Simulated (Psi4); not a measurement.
# MP3/def2-SVPD (core potential) run of CH3NSn (Sn(CN)H3), part 2 of 2

Psi4 1.11. Earlier steps stand in the parts before.

### 3 The doublet cation at the same level

The input, calc.dat:

```
memory 1600 mb

molecule molecule1 {
  1 2
  Sn    -0.010460    -0.006080    -0.642850
  C      0.020990     0.015810     1.442250
  N      0.043070     0.024080     2.584360
  H      1.562680    -0.004980    -1.151110
  H     -0.812930     1.354320    -1.132680
  H     -0.803360    -1.383140    -1.099970
  units angstrom
  symmetry c1
  no_reorient
  no_com
}

set globals {
  basis def2-SVPD
  reference uhf
  puream true
  e_convergence 1e-09
  d_convergence 1e-08
  scf_type pk
  num_frozen_docc 6
  maxiter 200
  mp_type conv
}

energy("mp3")
print_variables()
```

Launch:

```bash
$ psi4 calc.dat calc.out -n 1
```

calc.out:

```text
Psi4 1.11 release

   => Loading Basis Set <=

    Name: DEF2-SVPD
    Role: ORBITAL
    Keyword: BASIS

    !!!  WARNING: ECP capability is in beta. Please check occupations closely.  !!!

         ---------------------------------------------------------
                                   SCF
                              UHF Reference
                        1 Threads,   1525 MiB Core
         ---------------------------------------------------------

  ==> Geometry <==

    Molecular point group: c1
    Full point group: C1

    Geometry (in Angstrom), charge = 1, multiplicity = 2:

       Center              X                  Y                   Z               Mass
    ------------   -----------------  -----------------  -----------------  -----------------
         SN          -0.010460000000    -0.006080000000    -0.642850000000   119.902201630000
         C            0.020990000000     0.015810000000     1.442250000000    12.000000000000
         N            0.043070000000     0.024080000000     2.584360000000    14.003074004430
         H            1.562680000000    -0.004980000000    -1.151110000000     1.007825032230
         H           -0.812930000000     1.354320000000    -1.132680000000     1.007825032230
         H           -0.803360000000    -1.383140000000    -1.099970000000     1.007825032230

  Running in c1 symmetry.

  Rotational constants: A =      2.23154  B =      0.09594  C =      0.09593 [cm^-1]
  Rotational constants: A =  66899.84959  B =   2876.06305  C =   2875.98283 [MHz]
  Nuclear repulsion =  105.810920436519211

  Charge       = 1
  Multiplicity = 2
  Electrons    = 37
  Nalpha       = 19
  Nbeta        = 18

  ==> Algorithm <==

  SCF Algorithm Type is PK.
  DIIS enabled.
  MOM disabled.
  Fractional occupation disabled.
  Guess Type is SAD.
  Energy threshold   = 1.00e-09
  Density threshold  = 1.00e-08
  Integral threshold = 1.00e-12

  ==> Primary Basis <==

  Basis Set: DEF2-SVPD
    Blend: DEF2-SVPD
    Number of shells: 40
    Number of basis functions: 96
    Number of Cartesian functions: 103
    Spherical Harmonics?: true
    Max angular momentum: 2

  Core potential: DEF2-SVPD
    Number of shells: 4
    Number of ECP primitives: 18
    Number of ECP core electrons: 28
    Max angular momentum: 3

  ==> Integral Setup <==

  Using in-core PK algorithm.
   Calculation information:
      Number of atoms:                   6
      Number of AO shells:              40
      Number of primitives:             71
      Number of atomic orbitals:       103
      Number of basis functions:        96

      Integral cutoff                 1.00e-12
      Number of threads:                 1

  Performing in-core PK
  Using 21682992 doubles for integral storage.
  We computed 328055 shell quartets total.
  Whereas there are 336610 unique shell quartets.

  ==> DiskJK: Disk-Based J/K Matrices <==

    J tasked:                  Yes
    K tasked:                  Yes
    wK tasked:                  No
    Memory [MiB]:             1144
    Schwarz Cutoff:          1E-12

  Minimum eigenvalue in the overlap matrix is 3.3204663108E-04.
  Reciprocal condition number of the overlap matrix is 5.0188865106E-05.
    Using symmetric orthogonalization.

  ==> Pre-Iterations <==

  SCF Guess: Superposition of Atomic Densities via on-the-fly atomic UHF (no occupation information).

   -------------------------
    Irrep   Nso     Nmo
   -------------------------
     A         96      96
   -------------------------
    Total      96      96
   -------------------------

  ==> Iterations <==

                        Total Energy        Delta E     RMS |[F,P]|

   @UHF iter SAD:  -305.28483571900682   -3.05285e+02   0.00000e+00
   @UHF iter   1:  -306.76106542429699   -1.47623e+00   4.36616e-03 DIIS/ADIIS
   @UHF iter   2:  -306.80942019717872   -4.83548e-02   3.61576e-03 DIIS/ADIIS
   @UHF iter   3:  -306.86637821210729   -5.69580e-02   8.75670e-04 DIIS/ADIIS
   @UHF iter   4:  -306.87387709639410   -7.49888e-03   4.02107e-04 DIIS/ADIIS
   @UHF iter   5:  -306.87785595350329   -3.97886e-03   2.92366e-04 DIIS/ADIIS
   @UHF iter   6:  -306.88093324410323   -3.07729e-03   2.27923e-04 DIIS/ADIIS
   @UHF iter   7:  -306.88350007289415   -2.56683e-03   1.68245e-04 DIIS/ADIIS
   @UHF iter   8:  -306.88553924858695   -2.03918e-03   8.26037e-05 DIIS
   @UHF iter   9:  -306.88590995391104   -3.70705e-04   2.07937e-05 DIIS
   @UHF iter  10:  -306.88592673529865   -1.67814e-05   7.06859e-06 DIIS
   @UHF iter  11:  -306.88592759656206   -8.61263e-07   3.19183e-06 DIIS
   @UHF iter  12:  -306.88592793226900   -3.35707e-07   1.96707e-06 DIIS
   @UHF iter  13:  -306.88592811937303   -1.87104e-07   1.58927e-06 DIIS
   @UHF iter  14:  -306.88592833747066   -2.18098e-07   1.17927e-06 DIIS
   @UHF iter  15:  -306.88592850347197   -1.66001e-07   8.00647e-07 DIIS
   @UHF iter  16:  -306.88592858063600   -7.71640e-08   4.01982e-07 DIIS
   @UHF iter  17:  -306.88592859684320   -1.62072e-08   1.32771e-07 DIIS
   @UHF iter  18:  -306.88592859777719   -9.33994e-10   3.63259e-08 DIIS
   @UHF iter  19:  -306.88592859780726   -3.00702e-11   1.42444e-08 DIIS
   @UHF iter  20:  -306.88592859781096   -3.69482e-12   4.30852e-09 DIIS
  Energy and wave function converged.

  ==> Post-Iterations <==

   @Spin Contamination Metric:   2.668004508E-01
   @S^2 Expected:                7.500000000E-01
   @S^2 Observed:                1.016800451E+00
   @S   Expected:                5.000000000E-01
   @S   Observed:                5.000000000E-01

    Orbital Energies [Eh]
    ---------------------

    Alpha Occupied:

[... 33 lines left out ...]
    Final Occupation by Irrep:
[... 6 lines left out ...]
  @UHF Final Energy:  -306.88592859781096
[... 3 lines left out ...]
    Nuclear Repulsion Energy =            105.8109204365192113
    One-Electron Energy =                -703.3452239028479198
    Two-Electron Energy =                 290.6483748685178057
    Total Energy =                       -306.8859285978109597
[... 23 lines left out ...]
 Dipole X            :         -0.2440990            0.2715536            0.0274547
 Dipole Y            :         -0.1641048            0.1811491            0.0170443
 Dipole Z            :        -15.7105584           17.4186639            1.7081056
[... 20 lines left out ...]
 OEINTS: Overlap, kinetic, potential, dipole, and quadrupole integrals
[... 12 lines left out ...]
  CCL_ENERGY                    => (empty)
[... 21 lines left out ...]
  DIE_IF_NOT_CONVERGED          => (empty)
[... 16 lines left out ...]
  E_CONVERGENCE                 => 1e-09           !
[... 14 lines left out ...]
  LS_THC_WEIGHTS_TOLERANCE      => (empty)
[... 1 line left out ...]
  MAX_MOGRAD_CONVERGENCE        => (empty)
[... 1 line left out ...]
  MBIS_D_CONVERGENCE            => (empty)
[... 30 lines left out ...]
  PCG_CONVERGENCE               => (empty)
[... 18 lines left out ...]
  RMS_MOGRAD_CONVERGENCE        => (empty)
  R_CONVERGENCE                 => (empty)
[... 8 lines left out ...]
  TPDM_ABCD_TYPE                => (empty)
  WFN                           => (empty)
  WFN_TYPE                      => OMP3            !
  WRITER_FILE_LABEL             => (empty)
  ZORA_BASIS_TOLERANCE          => (empty)
  ZORA_NR_DEBUG                 => (empty)
  ZORA_PRUNING_SCHEME           => (empty)
  ZORA_RADIAL_POINTS            => (empty)
  ZORA_SPHERICAL_POINTS         => (empty)

 ==============================================================================
 ==============================================================================
 ==============================================================================

                             MP3

 ==============================================================================
 ==============================================================================
 ==============================================================================

	MO spaces per irreps...

	IRREP   FC   AOCC  BOCC  AVIR    BVIR  FV
	==========================================
	   A     6    13    12    77     78     0
	==========================================

	Computing MP2 energy using SCF MOs (Canonical MP2)...
	==============================================================================
	Nuclear Repulsion Energy (a.u.)    :   105.81092043651921
	SCF Energy (a.u.)                  :  -306.88592859781096
	REF Energy (a.u.)                  :  -306.88592859781096
	Alpha-Alpha Contribution (a.u.)    :    -0.04423468984487
	Alpha-Beta Contribution (a.u.)     :    -0.26243122035580
	Beta-Beta Contribution (a.u.)      :    -0.04136085639667
	Scaled_SS Correlation Energy (a.u.):    -0.02853184874718
	Scaled_OS Correlation Energy (a.u.):    -0.31491746442696
	SCS-MP2 Total Energy (a.u.)        :  -307.22937791098514
	SOS-MP2 Total Energy (a.u.)        :  -307.22708918427350
	SCSN-MP2 Total Energy (a.u.)       :  -307.03657675919607
	SCS-MP2-VDW Total Energy (a.u.)    :  -307.26463833298715
	SOS-PI-MP2 Total Energy (a.u.)     :  -307.25333230630906
	MP2 Correlation Energy (a.u.)      :    -0.34802676659733
	MP2 Total Energy (a.u.)            :  -307.23395536440830
	==============================================================================

	Computing MP3 energy using SCF MOs (Canonical MP3)...
	==============================================================================
	Nuclear Repulsion Energy (a.u.)    :   105.81092043651921
	SCF Energy (a.u.)                  :  -306.88592859781096
	REF Energy (a.u.)                  :  -306.88592859781096
	Alpha-Alpha Contribution (a.u.)    :    -0.04272210776868
	Alpha-Beta Contribution (a.u.)     :    -0.29408730445655
	Beta-Beta Contribution (a.u.)      :    -0.03991929177750
	MP2.5 Correlation Energy (a.u.)    :    -0.36237773530004
	MP2.5 Total Energy (a.u.)          :  -307.24830633311103
	SCS-MP3 Total Energy (a.u.)        :  -307.23655339533650
	3rd Order Energy (a.u.)            :    -0.02870193740540
	MP3 Correlation Energy (a.u.)      :    -0.37672870400272
	MP3 Total Energy (a.u.)            :  -307.26265730181370
	==============================================================================

	total time  =         13 seconds =       0.22 minutes

  Variable Map:
  ----------------------------------------------------------------------------
  "CURRENT CORRELATION ENERGY"             =>      -0.376728704003
  "CURRENT ENERGY"                         =>    -307.262657301814
  "CURRENT REFERENCE ENERGY"               =>    -306.885928597811
  "DD SOLVATION ENERGY"                    =>       0.000000000000
  "HF KINETIC ENERGY"                      =>     176.140892027281
  "HF POTENTIAL ENERGY"                    =>    -483.026820625092
  "HF TOTAL ENERGY"                        =>    -306.885928597811
  "HF VIRIAL RATIO"                        =>       2.742275317592
  "MP2 CORRELATION ENERGY"                 =>      -0.348026766597
  "MP2 DOUBLES ENERGY"                     =>      -0.348026766597
  "MP2 OPPOSITE-SPIN CORRELATION ENERGY"   =>      -0.262431220356
  "MP2 SAME-SPIN CORRELATION ENERGY"       =>      -0.085595546242
  "MP2 SINGLES ENERGY"                     =>       0.000000000000
  "MP2 TOTAL ENERGY"                       =>    -307.233955364408
  "MP2.5 CORRELATION ENERGY"               =>      -0.362377735300
  "MP2.5 DOUBLES ENERGY"                   =>      -0.362377735300
  "MP2.5 OPPOSITE-SPIN CORRELATION ENERGY" =>      -0.278259262406
  "MP2.5 SAME-SPIN CORRELATION ENERGY"     =>      -0.084118472894
  "MP2.5 SINGLES ENERGY"                   =>       0.000000000000
  "MP2.5 TOTAL ENERGY"                     =>    -307.248306333111
  "MP3 CORRELATION ENERGY"                 =>      -0.376728704003
  "MP3 DOUBLES ENERGY"                     =>      -0.376728704003
  "MP3 OPPOSITE-SPIN CORRELATION ENERGY"   =>      -0.294087304457
  "MP3 SAME-SPIN CORRELATION ENERGY"       =>      -0.082641399546
  "MP3 SINGLES ENERGY"                     =>       0.000000000000
  "MP3 TOTAL ENERGY"                       =>    -307.262657301814
  "NUCLEAR REPULSION ENERGY"               =>     105.810920436519
  "ONE-ELECTRON ENERGY"                    =>    -703.345223902848
  "PCM POLARIZATION ENERGY"                =>       0.000000000000
  "PE ENERGY"                              =>       0.000000000000
  "SCF ITERATION ENERGY"                   =>    -306.885928597811
  "SCF ITERATIONS"                         =>      20.000000000000
  "SCF TOTAL ENERGY"                       =>    -306.885928597811
  "SCS(N)-MP2 CORRELATION ENERGY"          =>      -0.150648161385
  "SCS(N)-MP2 TOTAL ENERGY"                =>    -307.036576759196
  "SCS-MP2 CORRELATION ENERGY"             =>      -0.343449313174
  "SCS-MP2 TOTAL ENERGY"                   =>    -307.229377910985
  "SCS-MP2-VDW CORRELATION ENERGY"         =>      -0.378709735176
  "SCS-MP2-VDW TOTAL ENERGY"               =>    -307.264638332987
  "SCS-MP3 CORRELATION ENERGY"             =>      -0.350624797526
  "SCS-MP3 TOTAL ENERGY"                   =>    -307.236553395337
  "SOS-MP2 CORRELATION ENERGY"             =>      -0.341160586463
  "SOS-MP2 TOTAL ENERGY"                   =>    -307.227089184273
  "SOS-PI-MP2 CORRELATION ENERGY"          =>      -0.367403708498
  "SOS-PI-MP2 TOTAL ENERGY"                =>    -307.253332306309
  "TWO-ELECTRON ENERGY"                    =>     290.648374868518

  Array Variable Map:
  ----------------------------------------------------------------------------
  "CURRENT DIPOLE"                         =>       0.027454666176 ... 1.708105567821 1 by 3
  "SCF DIPOLE"                             =>       0.027454666176 ... 1.708105567821 1 by 3
  "SCF TOTAL ENERGIES"                     =>    -305.284835719007 ... -306.885928597811 1 by 21

    Psi4 run time: 0:00:18.67
```

Wall time 20 s (1 thread of Intel Xeon Platinum 8488C (Sapphire Rapids), shared host); peak memory 0.76 GiB.

### 4 Outcome

What follows sums up all 2 parts.

Level: MP3/def2-SVPD (core potential), 6 core orbitals frozen.

| quantity | value |
| --- | --- |
| singlet CH3NSn: total energy | -307.73139 Eh |
| singlet CH3NSn: HOMO energy (Hartree–Fock orbitals) | -12.66 eV |
| singlet CH3NSn: LUMO energy (Hartree–Fock orbitals) | 1.43 eV |
| singlet CH3NSn: HOMO–LUMO gap (Hartree–Fock orbitals) | 14.08 eV |
| singlet CH3NSn: correlation energy (6 core orbitals frozen) | -429.7 mEh |
| doublet cation: total energy | -307.26266 Eh |
| doublet cation: HOMO energy (Hartree–Fock orbitals) (highest over α and β) | -17.54 eV |
| doublet cation: LUMO energy (Hartree–Fock orbitals) (lowest over α and β) | -8.36 eV |
| doublet cation: correlation energy (6 core orbitals frozen) | -376.7 mEh |
| doublet cation: ⟨S²⟩ of the reference determinant | 1.017 |
| vertical ionisation energy (to the doublet cation) | 12.755 eV |

**Reading.** Removing an electron at fixed nuclei costs 12.75 eV (1231 kJ/mol). ⟨S²⟩ (doublet cation) is 1.02 where a pure doublet has 0.75: the reference is spin-contaminated.
